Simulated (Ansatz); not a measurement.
Ba, space group Pm-3m, a convergence test of the plane-wave cutoff

Computed with Ansatz's Python interface.

Contents of `ba.xyz`:
```text
1
Lattice="3.91771754 0.0 0.0 0.0 3.91771754 0.0 0.0 0.0 3.91771754" Properties=species:S:1:pos:R:3 pbc="T T T"
Ba    0.00000000    0.00000000    0.00000000
```

At the Python prompt:
```pycon
>>> import ansatz as az
>>> import pandas as pd
>>> KMESH = (7, 7, 7)
>>> SMEARING_WIDTH = 0.1
>>> MAX_SCF = 200
>>> crystal = az.Crystal.from_extxyz("ba.xyz")
>>> setup = crystal.calculation()
>>> setup = setup.functional(az.Functional.LDA)
>>> setup = setup.kpoints(mesh=KMESH).occupations(az.OccupationsMethod.FERMI_DIRAC, width=SMEARING_WIDTH)
>>> setup = setup.mixing("anderson", preconditioner="kerker").scf(max_iterations=MAX_SCF, algorithm="direct_min")
>>> rows = []
>>> for value in [250, 350, 450, 550, 650, 750]:
...     summary = setup.basis(value).run(threads=1).report
...     rows.append((value, summary["free_energy_ev"] / len(summary["lattice"]["sites"]), summary["n_iterations"], summary["n_pw"]))
...
DeckWarning: basis.ecutwfc = 250 eV is below the records' recommended 420 eV, and the density's cutoff is lower with it unless basis.ecutrho_ratio is high enough to keep the records' density cutoff: compare with a run at a higher cutoff
DeckWarning: basis.ecutwfc = 350 eV is below the records' recommended 420 eV, and the density's cutoff is lower with it unless basis.ecutrho_ratio is high enough to keep the records' density cutoff: compare with a run at a higher cutoff
>>> table = pd.DataFrame(rows, columns=["cutoff (eV)", "F/atom (eV)", "iterations", "plane waves"])
>>> table.round(5)
   cutoff (eV)  F/atom (eV)  iterations  plane waves
0          250  -5779.18168           4          515
1          350  -5779.28445           4          895
2          450  -5779.28582           5         1309
3          550  -5779.28586           5         1791
4          650  -5779.28586           5         2301
5          750  -5779.28587           5         2801
>>> # differences from the last row
>>> for row in rows[:-1]:
...     shift = 1000 * (row[1] - rows[-1][1])
...     print(f"{row[0]}: {shift:+.2f} meV/atom" + ("  (within 5 meV)" if abs(shift) < 5 else ""))
...
250: +104.19 meV/atom
350: +1.42 meV/atom  (within 5 meV)
450: +0.05 meV/atom  (within 5 meV)
550: +0.01 meV/atom  (within 5 meV)
650: +0.01 meV/atom  (within 5 meV)
```

From 350 eV on it stays within 5 meV an atom of the value at 750 eV; the first row (250 eV) is off by 104.2 meV and the last but one by 0.01 meV. The energy falls steadily, as expected when plane waves are added.

Notes:
- This isn't the structure that Ba takes at ambient conditions.
- Warnings are shown shortened and without file and line.
- Shifts are counted from the last row, which is itself no proven limit.
- Timing: 15 s on 1 thread of Intel(R) Xeon(R) Processor @ 2.30GHz (shared host), peak memory 0.58 GiB.
